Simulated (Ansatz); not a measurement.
# C₂H₈AlN: how energies converge with the basis set

Aim: see how fast density functionals and correlated methods converge with the basis set for C₂H₈AlN.

Method: one geometry, several basis sets; program: Ansatz 0.2.0, Gaussian basis.

The runs, in order: PBE0-D4/def2-SVP; ωB97M-V/def2-SVP; PBE0-D4/def2-QZVPP; ωB97M-V/def2-QZVPP; CCSD(T)/cc-pV(D+d)Z; CCSD(T)/cc-pV(T+d)Z; CCSD(T)/cc-pV(Q+d)Z; the functionals' def2-TZVPP values are taken from earlier runs.

## Step 1: The relaxed structure

The geometry comes from an earlier relaxation with PBE0-D4/def2-TZVP; it is a stationary point, not always the lowest conformer.

SMILES `C[N](C)[AlH2]`, 12 atoms, charge 0, spin multiplicity 1.

Atoms are counted from 1 here; the program's logs count them from 0.

Bond lengths: C1–N2 1.443 Å, C1–H5 1.092 Å, C1–H6 1.099 Å, C1–H7 1.099 Å, N2–C3 1.443 Å, N2–Al4 1.772 Å, C3–H8 1.092 Å, C3–H9 1.099 Å, C3–H10 1.099 Å, Al4–H11 1.584 Å, Al4–H12 1.584 Å. Angles: N2–C1–H5 110.8°, N2–C1–H6 111.6°, N2–C1–H7 111.5°, H5–C1–H6 107.8°, H5–C1–H7 107.8°, H6–C1–H7 107.1°, C1–N2–C3 112.3°, C1–N2–Al4 123.8°, C3–N2–Al4 123.8°, N2–C3–H8 110.8°, N2–C3–H9 111.6°, N2–C3–H10 111.5°, H8–C3–H9 107.8°, H8–C3–H10 107.8°, H9–C3–H10 107.1°, N2–Al4–H11 117.4°, N2–Al4–H12 117.4°, H11–Al4–H12 125.2°.

## Step 2: PBE0-D4 in def2-SVP

in.yaml reads:

```yaml
crystal:
  periodic: [false, false, false]
  atoms:
    - {symbol: C, position_ang: [-0.110442, 1.292852, -0.505648]}
    - {symbol: N, position_ang: [-0.032113, -0.068143, -0.033097]}
    - {symbol: C, position_ang: [0.797978, -0.194535, 1.140205]}
    - {symbol: Al, position_ang: [-0.861863, -1.429960, -0.806404]}
    - {symbol: H, position_ang: [-0.744069, 1.358673, -1.393178]}
    - {symbol: H, position_ang: [-0.530687, 1.962184, 0.258671]}
    - {symbol: H, position_ang: [0.881590, 1.686248, -0.770045]}
    - {symbol: H, position_ang: [0.839214, -1.233567, 1.475219]}
    - {symbol: H, position_ang: [0.415419, 0.412962, 1.972909]}
    - {symbol: H, position_ang: [1.827646, 0.137289, 0.944066]}
    - {symbol: H, position_ang: [-1.735907, -1.116420, -2.089817]}
    - {symbol: H, position_ang: [-0.669863, -2.862882, -0.158882]}
basis:
  gaussian: {orbitals: def2-SVP}
hamiltonian: {xc: pbe0, dispersion: d4}
output: {orbitals: {seedname: orbitals}}
```

Started as:

```sh
> ansatz run in.yaml --threads 2 --pin off --events-out ev --progress --plain --max-ram 32768MiB --backend cpu
```

Further steps of the session: ωB97M-V in def2-SVP; PBE0-D4 in def2-QZVPP; ωB97M-V in def2-QZVPP; CCSD(T) in cc-pV(D+d)Z; CCSD(T) in cc-pV(T+d)Z; CCSD(T) in cc-pV(Q+d)Z.

Q: Predict the results of all the runs planned. Wanted: MP2 correlation recovered, cc-pV(D+d)Z; MP2 correlation recovered, cc-pV(T+d)Z; MP2 correlation recovered, cc-pV(Q+d)Z; difference of two CCSD(T) limits: def2 sets; PBE0-D4: double and triple zeta above quadruple; ωB97M-V: double and triple zeta above quadruple.

The runs gave:

| quantity | value |
| --- | --- |
| MP2 correlation recovered, cc-pV(D+d)Z | 73.4 % |
| MP2 correlation recovered, cc-pV(T+d)Z | 90.1 % |
| MP2 correlation recovered, cc-pV(Q+d)Z | 95.9 % |
| difference of two CCSD(T) limits: def2 sets (earlier runs) less this series | -21 meV |
| PBE0-D4: double and triple zeta above quadruple | 6.83, 0.43 eV |
| ωB97M-V: double and triple zeta above quadruple | 7.06, 0.42 eV |

What this shows: For PBE0-D4 the step from double to triple zeta gains 6.40 eV and the next only 0.43 eV. In cc-pV(D+d)Z MP2 holds 73 % of its limit, in cc-pV(Q+d)Z 96 %, while Hartree-Fock is within 0.099 eV in the largest set. A limit from the def2 sets, made apart, differs by 21 meV, a least measure of the doubt on such a limit. These are total energies; as a rule much of such shifts cancels in differences, which this series doesn't test. The LUMO of ωB97M-V is positive and keeps falling with the basis (1.08 to 0.47 eV): an unbound level that the basis holds in place.
